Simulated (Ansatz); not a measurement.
**BeTe6Br: what a guessed cell relaxes into**

Aim: relax a trial structure of BeTe6Br and see where it ends.

Program: Ansatz 0.2.0. Level of theory: DFT PBE, scalar-relativistic, plane waves, PAW. These are calculated values, not measurements.

## 1. The starting structure

Symmetry: Fm-3m, No. 225, cubic system. Conventional cell: a = 10.618 Å, b = 10.618 Å, c = 10.618 Å, α = 90.00°, β = 90.00°, γ = 90.00°. Be (site symmetry m-3m) is surrounded by 12 Te at 3.75 Å. Around Te (site symmetry mmm) lie 2 Be at 3.75 Å and 8 Te at 3.75 Å and 2 Br at 3.75 Å. Br (site symmetry m-3m) has 12 Te at 3.75 Å as nearest neighbours.

As a file:

```cif
data_structure
_symmetry_space_group_name_H-M 'Fm-3m'
_symmetry_Int_Tables_number 225
_cell_length_a 10.6179
_cell_length_b 10.6179
_cell_length_c 10.6179
_cell_angle_alpha 90.000
_cell_angle_beta 90.000
_cell_angle_gamma 90.000
_cell_volume 1197.06
loop_
_atom_site_label
_atom_site_type_symbol
_atom_site_symmetry_multiplicity
_atom_site_Wyckoff_symbol
_atom_site_fract_x
_atom_site_fract_y
_atom_site_fract_z
_atom_site_occupancy
Be1 Be 4 b 0.50000 0.00000 0.00000 1
Te1 Te 24 d 0.00000 0.75000 0.75000 1
Br1 Br 4 a 0.00000 0.00000 0.00000 1
```

Recipe of the guess: random cell by space group and Wyckoff sites (Fm-3m, No. 225). The dimensions are guesses.

## 2. The guess as it stands, on a coarse mesh

The input, input.yaml:

```yaml
crystal:
  lattice:
    - [0.0, 5.30894697, 5.30894697]
    - [5.30894697, 0.0, 5.30894697]
    - [5.30894697, 5.30894697, 0.0]
  atoms:
    - { symbol: Be, position: [0.5, 0.5, 0.5] }
    - { symbol: Te, position: [0.5, 0.0, 0.0] }
    - { symbol: Te, position: [0.0, 0.5, 0.5] }
    - { symbol: Te, position: [0.0, 0.5, 0.0] }
    - { symbol: Te, position: [0.5, 0.0, 0.5] }
    - { symbol: Te, position: [0.0, 0.0, 0.5] }
    - { symbol: Te, position: [0.5, 0.5, 0.0] }
    - { symbol: Br, position: [0.0, 0.0, 0.0] }
basis:
  ecutwfc: 420
kpoints:
  mp_grid: { grid: [4, 4, 4] }
hamiltonian:
  xc: pbe
scf:
  occupations: { method: gaussian, width: 0.1 }
  lower_state_search: "off"
output:
  forces: true
  stress: true
  eigenvalues: true
```

Run with:

```sh
> ansatz run input.yaml --threads 1 --pin off --max-ram 2048MiB --backend cpu --events-out ev --progress --plain --runs-dir out
```

The session goes on with these runs: coarse relaxation; full relaxation.

Q: Predict the outcome of this session. Wanted: conventional cell; volume; energy over the elements; gap on the mesh.

The runs gave:

| quantity | value |
| --- | --- |
| symmetry at the end (tolerance 0.05 Å) | space group Fm-3m (No. 225) |
| conventional cell | a = 9.473 Å, b = 9.473 Å, c = 9.473 Å, α = 90.00°, β = 90.00°, γ = 90.00° |
| volume | 26.57 Å³/atom |
| energy over the elements | +0.54 eV/atom |
| gap on the mesh | none (metal) |

In words: The space group Fm-3m (No. 225) is kept, and the volume per atom shrinks by 29.0 % from the first guess. The formation energy is positive, so the separate elements lie lower. No finished test with a distortion of lower symmetry is shown, so the end may be a saddle point. The runs treat Te without spin-orbit coupling. The final runs have no spin polarisation, so no magnetic state was tried and one may lie lower.
